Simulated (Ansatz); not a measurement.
# OTa: the cost of one run

Program: Ansatz 0.2.0. Level of theory: the levels named in each step. These are calculated values, not measurements.

### Step 1. The system as given

Bond lengths: O1–Ta2 1.720 Å.

Coordinates:

```xyz
2

O     0.0000    0.0000    0.0000
Ta    0.0000    0.0000    1.7202
```

### Step 2. A rough first relaxation, PBE-D4/def2-SVP

input.yaml

```yaml
crystal:
  periodic: [false, false, false]
  atoms:
    - { symbol: O, position_ang: [0.0, 0.0, 0.0] }
    - { symbol: Ta, position_ang: [0.0, 0.0, 1.72019] }
total_charge: 1
basis:
  gaussian: { orbitals: def2-SVP }
hamiltonian:
  xc: pbe
  dispersion: d4
relax:
  f_tol: 0.03
  max_steps: 200
```

Run with:

```sh
$ ansatz run input.yaml --threads 2 --pin off --max-ram 5120MiB --backend cpu --events-out ev --progress --plain --runs-dir out
```

What time and memory should one allow on 2 threads of Intel Xeon at 2.50GHz (Skylake/Cascade Lake), shared host?

About 2 min, with a peak of 0.1 GiB.
